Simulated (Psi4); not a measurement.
**A workflow on GeNH2F3 (SMILES [NH2][Ge]([F])([F])[F])**

Aim: a series of 10 runs (PBE-D4/def2-SVP, PBE0-D4/def2-TZVP, PBE-D4/def2-TZVPP, r2SCAN-D4/def2-TZVPP, B3LYP-D4/def2-TZVPP, PBE0-D4/def2-TZVPP, wB97M-V/def2-TZVPP, CCSD(T)/def2-TZVPP, and more) of GeNH2F3. 

Program for the calculation: Psi4 1.11.

## (1) The system as given

GeNH2F3: 7 atoms, total charge 0, spin state singlet. As SMILES, `[NH2][Ge]([F])([F])[F]`. Geometry: a GFN2-xTB, rattled relaxation, a rough one for these elements and not checked as a minimum. The run starts from this shape.

Bond lengths: N1–Ge2 1.762 Å, Ge2–F3 1.682 Å, Ge2–F4 1.629 Å, Ge2–F5 1.809 Å, N1–H6 1.015 Å, N1–H7 0.963 Å. Angles: N1–Ge2–F3 111.4°, N1–Ge2–F4 111.0°, N1–Ge2–F5 115.4°, F3–Ge2–F4 110.4°, F3–Ge2–F5 102.9°, F4–Ge2–F5 105.3°, Ge2–N1–H6 118.6°, Ge2–N1–H7 118.3°, H6–N1–H7 111.3°.

## (2) A structure relaxation at PBE-D4/def2-SVP (density fitting) (run 1)

f3geh2n.in

```
memory 4.4 GB

molecule {
  0 1
  N     -0.377064     0.547368     0.922632
  Ge     0.114296    -0.440769    -0.450380
  F      1.139348    -1.687039     0.025220
  F     -1.183324    -1.039773    -1.232416
  F      1.082125     0.415882    -1.715707
  H     -1.108292     1.238256     0.787190
  H      0.305049     0.872807     1.518671
  symmetry c1
}

set basis def2-SVP
set scf_type df
set geom_maxiter 60
set max_force_g_convergence 0.0005

energy_value = opt("pbe-d4")
```

Command:

```
$ psi4 f3geh2n.in f3geh2n.out -n 2
```

f3geh2n.out:

```text
[...]
  Running in c1 symmetry.
[...]
  Nuclear repulsion =  447.943475373570152
[...]
  Multiplicity = 1
[...]
  Nalpha       = 34
  Nbeta        = 34
[...]
    Number of basis functions: 98
[...]
   @DF-RKS iter   1: -2430.03393201511471   -1.82612e+00   2.55526e-02 ADIIS/DIIS
[...]
   @DF-RKS iter   8: -2431.41804235519749   -1.22782e-11   4.08871e-09 DIIS
[...]
  @DF-RKS Final Energy: -2431.41804235519749
   => Energetics <=
    Nuclear Repulsion Energy =            439.7030492495158569
    One-Electron Energy =               -4263.5677411677488635
    Two-Electron Energy =                1509.9608766714359263
    DFT Exchange-Correlation Energy =    -117.5096235067171193
    Empirical Dispersion Energy =          -0.0046036016834942
    VV10 Nonlocal Energy =                  0.0000000000000000
    Total Energy =                      -2431.4180423551974854
[...]
  -Total Gradient:
     Atom            X                  Y                   Z
    ------   -----------------  -----------------  -----------------
       1        0.000047591442    -0.000220986209     0.000046799171
       2        0.000047825458     0.000041990699    -0.000152001442
       3        0.000009942601     0.000216447064    -0.000111517014
       4        0.000216851847     0.000237618571    -0.000036082456
       5       -0.000161887745    -0.000235618683     0.000074512147
       6       -0.000097392688     0.000122337804     0.000031255979
       7        0.000034963586     0.000122243551     0.000119654943
[...]
```

The script printed:

```text
Optimizer: Optimization complete!
```

It took 19 s on 2 threads of AMD EPYC 9R45 (Zen 5), shared host; peak memory 0.63 GiB.

Step by step:

| step | energy from the first frame kept (eV) | largest force (eV/Å) |
| --- | --- | --- |
| 0 | 0.0000 | 4.4815 |
| 1 | -0.3773 | 0.9627 |
| 2 | -0.3919 | 0.2114 |
| 3 | -0.3965 | 0.1569 |
| 4 | -0.4007 | 0.1156 |
| 5 | -0.4015 | 0.0697 |
| 6 | -0.4013 | 0.0166 |

After the run. Bond lengths: N1–Ge2 1.806 Å, Ge2–F3 1.731 Å, Ge2–F4 1.731 Å, Ge2–F5 1.740 Å, N1–H6 1.026 Å, N1–H7 1.026 Å. Angles: N1–Ge2–F3 109.8°, N1–Ge2–F4 109.7°, N1–Ge2–F5 117.7°, F3–Ge2–F4 109.1°, F3–Ge2–F5 105.0°, F4–Ge2–F5 105.2°, Ge2–N1–H6 113.4°, Ge2–N1–H7 113.6°, H6–N1–H7 109.6°.

## (3) A geometry optimisation at PBE0-D4/def2-TZVP (density fitting) (run 2)

f3geh2n.dat

```
memory 4400 mb

molecule {
  0 1
  N     -0.417305     0.515342     0.981188
  Ge     0.136651    -0.421497    -0.460521
  F      1.163423    -1.719993     0.044160
  F     -1.233349    -1.072744    -1.293851
  F      1.047493     0.427520    -1.675815
  H     -1.093385     1.252960     0.752575
  H      0.351603     0.912929     1.532556
  units angstrom
  symmetry c1
}

set basis def2-TZVP
set scf_type df
set geom_maxiter 50
set max_force_g_convergence 0.0002

optimize("pbe0-d4")
```

Command:

```
$ psi4 -n 2 f3geh2n.dat f3geh2n.out
```

f3geh2n.out:

```text
[...]
  Running in c1 symmetry.
[...]
  Nuclear repulsion =  439.703043633923869
[...]
  Multiplicity = 1
[...]
  Nalpha       = 34
  Nbeta        = 34
[...]
    Number of basis functions: 184
[...]
   @DF-RKS iter   1: -2430.87787591257893   -2.40989e+00   1.59008e-02 DIIS/ADIIS
[...]
   @DF-RKS iter   7: -2432.18588253461166   -3.63798e-12   2.58941e-09 DIIS
[...]
  @DF-RKS Final Energy: -2432.18588253461166
   => Energetics <=
    Nuclear Repulsion Energy =            445.9992200267213889
    One-Electron Energy =               -4277.4918926363434366
    Two-Electron Energy =                1488.2492320268870571
    DFT Exchange-Correlation Energy =     -88.9385580158032099
    Empirical Dispersion Energy =          -0.0038839360734439
    VV10 Nonlocal Energy =                  0.0000000000000000
    Total Energy =                      -2432.1858825346116646
[...]
  -Total Gradient:
     Atom            X                  Y                   Z
    ------   -----------------  -----------------  -----------------
       1        0.000024777486    -0.000024754705    -0.000004929040
       2        0.000008409865    -0.000005303440    -0.000028394617
       3       -0.000008234326     0.000011787497    -0.000064474520
       4        0.000043229370     0.000016838832    -0.000021628310
       5        0.000043511855     0.000175899369     0.000043834290
       6       -0.000002006965    -0.000000091005     0.000015371183
       7       -0.000001270750     0.000028072670    -0.000003429573
[...]
```

The script printed:

```text
Optimizer: Optimization complete!
```

Run time: 33 s. Hardware: 2 threads of AMD EPYC 9R45 (Zen 5), shared host; peak memory 1.1 GiB.

The path in brief:

| step | energy from the first frame kept (eV) | largest force (eV/Å) |
| --- | --- | --- |
| 0 | 0.0000 | 0.8435 |
| 1 | -0.0475 | 0.1356 |
| 2 | -0.0491 | 0.1094 |
| 3 | -0.0501 | 0.0692 |
| 4 | -0.0504 | 0.0185 |
| 5 | -0.0504 | 0.0096 |

After the run. Bond lengths: N1–Ge2 1.784 Å, Ge2–F3 1.705 Å, Ge2–F4 1.705 Å, Ge2–F5 1.713 Å, N1–H6 1.010 Å, N1–H7 1.010 Å. Angles: N1–Ge2–F3 110.0°, N1–Ge2–F4 109.9°, N1–Ge2–F5 117.3°, F3–Ge2–F4 109.0°, F3–Ge2–F5 105.1°, F4–Ge2–F5 105.2°, Ge2–N1–H6 115.4°, Ge2–N1–H7 115.5°, H6–N1–H7 110.8°.

Runs 3 to 5 aren't shown in full; the table further down has their settings and results.

## (4) A single-point energy at B3LYP-D4/def2-TZVPP (density fitting) (run 6)

f3geh2n.in

```
memory 4400 mb

molecule {
  0 1
  N     -0.400812     0.523596     0.952078
  Ge     0.137092    -0.422435    -0.461951
  F      1.145221    -1.701817     0.040889
  F     -1.214512    -1.068278    -1.275918
  F      1.033747     0.404677    -1.664125
  H     -1.092348     1.233952     0.760803
  H      0.336237     0.889833     1.536888
  symmetry c1
}

set globals {
  reference            rks
  scf_type             df
  dft_radial_points    99
  dft_spherical_points 590
}

energy('b3lyp-d4/def2-TZVPP')
```

Command:

```
$ psi4 f3geh2n.in f3geh2n.out -n 2
```

f3geh2n.out:

```text
[...]
  Running in c1 symmetry.
[...]
  Nuclear repulsion =  445.999239132706975
[...]
  Multiplicity = 1
[...]
  Nalpha       = 34
  Nbeta        = 34
[...]
    Number of basis functions: 200
[...]
   @DF-RKS iter   1: -2431.47763124095309   -2.16522e+00   1.48542e-02 DIIS/ADIIS
[...]
   @DF-RKS iter   9: -2432.84547886510472   -8.47740e-09   8.99231e-07 DIIS
[...]
  @DF-RKS Final Energy: -2432.84547886510472
   => Energetics <=
    Nuclear Repulsion Energy =            445.9992391327069754
    One-Electron Energy =               -4277.2342971143116301
    Two-Electron Energy =                1493.7419590092533781
    DFT Exchange-Correlation Energy =     -95.3448363895177238
    Empirical Dispersion Energy =          -0.0075435032358799
    VV10 Nonlocal Energy =                  0.0000000000000000
    Total Energy =                      -2432.8454788651051786
[...]
 Multipole Moments:
 ------------------------------------------------------------------------------------
     Multipole            Electronic (a.u.)      Nuclear  (a.u.)        Total (a.u.)
 ------------------------------------------------------------------------------------
 L = 1.  Multiply by 2.5417464519 to convert [e a0] to [Debye]
 Dipole X            :          1.1549628           -1.3498150           -0.1948522
 Dipole Y            :         -2.4814689            3.4910935            1.0096245
 Dipole Z            :         -3.2323680            4.0426112            0.8102432
 Magnitude           :                                                    1.3091230
[...]
```

Wall time 11 s (2 threads of AMD EPYC 9R45 (Zen 5), shared host); peak memory 1.9 GiB.

Runs 7 to 9 aren't shown in full; the table further down has their settings and results.

## (5) A single-point energy at MP2/def2-QZVPP (density fitting, density fitting for correlation) (run 10)

job.inp

```
memory 4400 mb

molecule {
  0 1
  N     -0.400812     0.523596     0.952078
  Ge     0.137092    -0.422435    -0.461951
  F      1.145221    -1.701817     0.040889
  F     -1.214512    -1.068278    -1.275918
  F      1.033747     0.404677    -1.664125
  H     -1.092348     1.233952     0.760803
  H      0.336237     0.889833     1.536888
  symmetry c1
}

set globals {
  basis           def2-QZVPP
  scf_type        df
  num_frozen_docc 13
}

energy("mp2")
```

Command:

```
$ psi4 job.inp job.out -n 2
```

job.out:

```text
[...]
  Running in c1 symmetry.
[...]
  Nuclear repulsion =  445.999239132706975
[...]
  Multiplicity = 1
[...]
  Nalpha       = 34
  Nbeta        = 34
[...]
    Number of basis functions: 377
[...]
   @DF-RHF iter   1: -2428.61696693096656   -3.65415e+00   7.83126e-03 ADIIS/DIIS
[...]
   @DF-RHF iter  11: -2429.67256888978363   -1.44155e-10   6.06503e-09 DIIS
[...]
  @DF-RHF Final Energy: -2429.67256888978363
   => Energetics <=
    Nuclear Repulsion Energy =            445.9992391327069754
    One-Electron Energy =               -4278.0282902132275922
    Two-Electron Energy =                1402.3564821907373243
    Total Energy =                      -2429.6725688897831787
[...]
 Multipole Moments:
 ------------------------------------------------------------------------------------
     Multipole            Electronic (a.u.)      Nuclear  (a.u.)        Total (a.u.)
 ------------------------------------------------------------------------------------
 L = 1.  Multiply by 2.5417464519 to convert [e a0] to [Debye]
 Dipole X            :          1.1510274           -1.3498150           -0.1987876
 Dipole Y            :         -2.4301208            3.4910935            1.0609726
 Dipole Z            :         -3.2021206            4.0426112            0.8404906
 Magnitude           :                                                    1.3680658
[...]
```

Run time: 7.5 s. Hardware: 2 threads of AMD EPYC 9R45 (Zen 5), shared host; peak memory 1.5 GiB.

## (6) Overview of the runs

| run | level | geom maxiter | max force g convergence | energy (Eh) | dipole moment (D) | HOMO energy (eV) | LUMO energy (eV) | wall time |
| --- | --- | --- | --- | --- | --- | --- | --- | --- |
| 1 | PBE-D4/def2-SVP (density fitting) | 60 | 0.0005 | -2431.418042 | 3.36 | -7.24 | -1.81 | 19 s |
| 2 | PBE0-D4/def2-TZVP (density fitting) | 50 | 0.0002 | -2432.185883 | 3.34 | -9.06 | -0.71 | 33 s |
| 3 | PBE0-D4/def2-TZVP (density fitting) | – | – | -2432.185883 | 3.34 | – | – | 4 min |
| 4 | PBE-D4/def2-TZVPP (density fitting) | – | – | -2432.134425 | 3.23 | -7.45 | -1.77 | 12 s |
| 5 | r2SCAN-D4/def2-TZVPP (density fitting) | – | – | -2432.638464 | 3.29 | -7.83 | -1.32 | 21 s |
| 6 | B3LYP-D4/def2-TZVPP (density fitting) | – | – | -2432.845479 | 3.33 | -8.80 | -1.12 | 11 s |
| 7 | PBE0-D4/def2-TZVPP (density fitting) | – | – | -2432.187719 | 3.33 | -9.06 | -0.71 | 11 s |
| 8 | wB97M-V/def2-TZVPP (density fitting) | – | – | -2432.592052 | 3.30 | -11.56 | 1.07 | 23 s |
| 9 | CCSD(T)/def2-TZVPP (density fitting, density fitting for correlation) | – | – | -2430.858310 | – | -12.96 | 2.56 | 8.8 min |
| 10 | MP2/def2-QZVPP (density fitting, density fitting for correlation) | – | – | -2431.229918 | – | -12.98 | 2.05 | 7.5 s |

## (7) Results

| quantity | value |
| --- | --- |
| run 10, MP2/def2-QZVPP: total energy | -2431.22992 Eh |
| run 10, MP2/def2-QZVPP: HOMO energy (Hartree–Fock orbitals) | -12.98 eV |
| run 10, MP2/def2-QZVPP: LUMO energy (Hartree–Fock orbitals) | 2.05 eV |
| run 10, MP2/def2-QZVPP: HOMO–LUMO gap (Hartree–Fock orbitals) | 15.03 eV |
| run 10, MP2/def2-QZVPP: correlation energy (13 core orbitals frozen) | -1557.3 mEh |

What this shows: Over runs 3, 4, 5, 6, 7, 8 the dipole moment (its size) runs from 3.23 D (PBE-D4/def2-TZVPP) to 3.34 D (PBE0-D4/def2-TZVP). The two ends differ in method and basis. Over runs 4, 5, 6, 7, 8 the HOMO–LUMO gap runs from 5.68 eV (PBE-D4/def2-TZVPP) to 12.63 eV (wB97M-V/def2-TZVPP). Totals of different functionals can't be ranked against each other. All runs together took 15 min, the longest 8.8 min.
